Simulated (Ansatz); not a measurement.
**CH₇GaO (built from SMILES C.[OH][GaH2]): a saddle search**

Aim: find the first-order saddle near the start with the program's own search, from a guess of the mode.

Program: Ansatz 0.2.0, Gaussian basis. Level of theory: BHLYP-D4/def2-SVPD. These are calculated values, not measurements.

**1. Starting geometry**

The start, a known saddle point with all atoms moved at random by about 0.06 Å a coordinate: 10 atoms, charge 0, spin multiplicity 1.

Atoms are counted from 1 here; the program's logs count them from 0.

Bond lengths: Ga1–O2 1.975 Å, Ga1–H3 1.556 Å, Ga1–H4 1.593 Å, Ga1–H5 1.661 Å, Ga1–C6 2.134 Å, O2–H5 1.186 Å, O2–H7 0.950 Å, C6–H8 1.197 Å, C6–H9 0.994 Å, C6–H10 1.117 Å. Angles: O2–Ga1–H3 105.8°, O2–Ga1–H4 114.2°, O2–Ga1–H5 36.8°, O2–Ga1–C6 78.8°, H3–Ga1–H4 126.6°, H3–Ga1–H5 112.7°, H3–Ga1–C6 110.6°, H4–Ga1–H5 120.6°, H4–Ga1–C6 110.7°, H5–Ga1–C6 42.0°, Ga1–O2–H5 57.0°, Ga1–O2–H7 119.9°, H5–O2–H7 121.3°, Ga1–H5–O2 86.1°, Ga1–C6–H8 127.1°, Ga1–C6–H9 83.6°, Ga1–C6–H10 119.8°, H8–C6–H9 107.6° and more.

As a file:

```xyz
10
CH7GaO
Ga   -0.79975    0.10986   -0.79513
O     0.99637    0.91468   -0.95419
H    -0.79200   -1.13375   -1.73019
H    -1.97856    1.16972   -0.63407
H     0.63920    0.31845    0.00687
C     0.04256   -0.37595    1.10497
H     1.62939    0.54429   -1.55844
H     0.94053   -1.13567    1.32431
H    -0.80933   -0.87231    1.23087
H     0.06968    0.39489    1.91351
```

**2. The search**

The input, run/in.yaml:

```yaml
crystal:
  periodic: [false, false, false]
  atoms:
    - {symbol: Ga, position_ang: [-0.799746, 0.109860, -0.795132]}
    - {symbol: O, position_ang: [0.996372, 0.914677, -0.954190]}
    - {symbol: H, position_ang: [-0.792002, -1.133750, -1.730189]}
    - {symbol: H, position_ang: [-1.978556, 1.169715, -0.634068]}
    - {symbol: H, position_ang: [0.639201, 0.318446, 0.006874]}
    - {symbol: C, position_ang: [0.042560, -0.375954, 1.104973]}
    - {symbol: H, position_ang: [1.629385, 0.544291, -1.558443]}
    - {symbol: H, position_ang: [0.940534, -1.135669, 1.324314]}
    - {symbol: H, position_ang: [-0.809329, -0.872314, 1.230873]}
    - {symbol: H, position_ang: [0.069685, 0.394894, 1.913511]}
basis:
  gaussian: {orbitals: def2-SVPD}
hamiltonian: {xc: {name: BHLYP}, dispersion: d4}
saddle:
  f_tol: 0.1
  max_steps: 40
  mode_guess:
    - [-0.1143, -0.1376, 0.2776]
    - [0.0807, -0.0865, 0.2418]
    - [0.0206, 0.0419, -0.0275]
    - [-0.0231, 0.0159, -0.0508]
    - [0.4220, 0.4063, -0.5480]
    - [-0.2258, -0.0967, -0.0201]
    - [-0.0034, -0.0215, 0.0855]
    - [-0.0481, 0.0032, -0.0712]
    - [-0.0843, -0.1248, 0.2342]
    - [-0.0243, -0.0002, -0.1214]
```

Run with:

```bash
$ ansatz run in.yaml --threads 4 --pin off --events-out ev --progress --plain --max-ram 9574MiB
```

The program printed, shortened:

```text
Functional definition: BHLYP
  name "BHLYP"
  cite "Becke, J. Chem. Phys. 98, 1372 (1993) doi:10.1063/1.464304"
  cite "Becke, Phys. Rev. A 38, 3098 (1988) doi:10.1103/PhysRevA.38.3098"
  cite "Lee, Yang & Parr, Phys. Rev. B 37, 785 (1988) doi:10.1103/PhysRevB.37.785"
[...]
1435 factors; integrals over basis functions are off by at most 2.4e-4 eV
[...]
mean field -55562.97080169 eV, -2041.9015150277 hartree, gradient 4.0e-5 eV, S^2 0.000000; 0 other end points of the search recorded, 0 dependent functions left out
[...]
reference -55562.97099530 eV, -2041.9015221429 hartree; 26, 26 occupied and 111, 111 virtual orbitals, 1435 factors
[... from here to the last solve, the lines of the solves are left out (74 solves) ...]
saddle step   1: F+E_penalty+E_count = -55563.16497454 eV  max|allowed force component| = 5.604e0 eV/Å  curvature = -12.4551 eV/Å²  mode residual = 4.47e0 eV/Å²  Δτ_max = 0.0000 Å  (1 rotations, 3 force calls, 68 SCF iters)  cluster: 3 rotations left out, max|force component along them| = [...]
saddle step   6: F+E_penalty+E_count = -55563.79625757 eV  max|allowed force component| = 9.915e-2 eV/Å  curvature = -14.8277 eV/Å²  mode residual = 4.14e-1 eV/Å²  Δτ_max = 0.0131 Å  (1 rotations, 9 force calls, 199 SCF iters)  cluster: 3 rotations left out, max|force component along [...]
saddle step   7: F+E_penalty+E_count = -55563.79745803 eV  max|allowed force component| = 5.302e-3 eV/Å  curvature = -14.7295 eV/Å² (error put at 0.0126; -14.7420 at half of saddle.amplitude)  mode residual = 4.09e-1 eV/Å²  Δτ_max = 0.0161 Å  (1 rotations, 51 force calls, 1054 SCF iters)  [...]
Total energy: -55563.79764906 eV, -2041.9319011084 hartree
Atom 0 at    -0.824682     0.095212    -0.848089 Å, force     0.001092    -0.000547     0.000321 eV/Å
Atom 1 at     0.964694     0.950545    -0.960125 Å, force     0.005302    -0.003191    -0.004696 eV/Å
Atom 2 at    -0.865048    -1.196993    -1.714037 Å, force     0.000935     0.000084     0.001123 eV/Å
Atom 3 at    -1.930367     1.164169    -0.651742 Å, force    -0.001048    -0.000016    -0.000264 eV/Å
Atom 4 at     0.764355     0.336135     0.079423 Å, force    -0.000268     0.000859     0.000118 eV/Å
Atom 5 at     0.081272    -0.364346     1.109240 Å, force     0.000387    -0.000066     0.000144 eV/Å
Atom 6 at     1.633180     0.585296    -1.534892 Å, force    -0.005273     0.003444     0.004848 eV/Å
Atom 7 at     0.870712    -1.100328     1.281853 Å, force    -0.001173    -0.001664    -0.001685 eV/Å
Atom 8 at    -0.855047    -0.923756     1.247499 Å, force     0.000399     0.002090     0.001481 eV/Å
Atom 9 at     0.099032     0.388262     1.899393 Å, force    -0.000353    -0.000995    -0.001390 eV/Å
Dipole moment:     0.169983    -0.231403    -0.001003 e Å
```

Run time: 2.1 min. Hardware: 4 threads of Arm Neoverse V1, shared host.

The steps of the relaxation:

| step | energy from step 1 (eV) | largest force component (eV/Å) |
| --- | --- | --- |
| 1 | 0.0000 | 5.6036 |
| 2 | -0.5314 | 1.2876 |
| 3 | -0.5938 | 0.6994 |
| 4 | -0.6166 | 0.4353 |
| 5 | -0.6281 | 0.2414 |
| 6 | -0.6313 | 0.0992 |
| 7 | -0.6325 | 0.0053 |

Distances of close pairs at the start and the end, largest changes first:

| bond | before (Å) | after (Å) | change (Å) |
| --- | --- | --- | --- |
| Ga1–H5 | 1.661 | 1.856 | +0.195 |
| C6–H9 | 0.994 | 1.099 | +0.105 |
| C6–H8 | 1.197 | 1.093 | -0.103 |
| Ga1–C6 | 2.134 | 2.205 | +0.071 |
| Ga1–H4 | 1.593 | 1.550 | -0.043 |
| O2–H5 | 1.186 | 1.224 | +0.038 |
| C6–H10 | 1.117 | 1.091 | -0.026 |
| Ga1–O2 | 1.975 | 1.986 | +0.012 |

**3. Outcome**

| quantity | value |
| --- | --- |
| steps | 7 |
| energy change | -0.632 eV |
| last largest force | 0.0053 eV/Å |
| RMSD from the start | 0.076 Å |
| RMSD from the known saddle | 0.024 Å |

In words: It converged in 7 steps at a force tolerance of 0.1 eV/Å. It is back at the known saddle, up to the shift that another level brings.
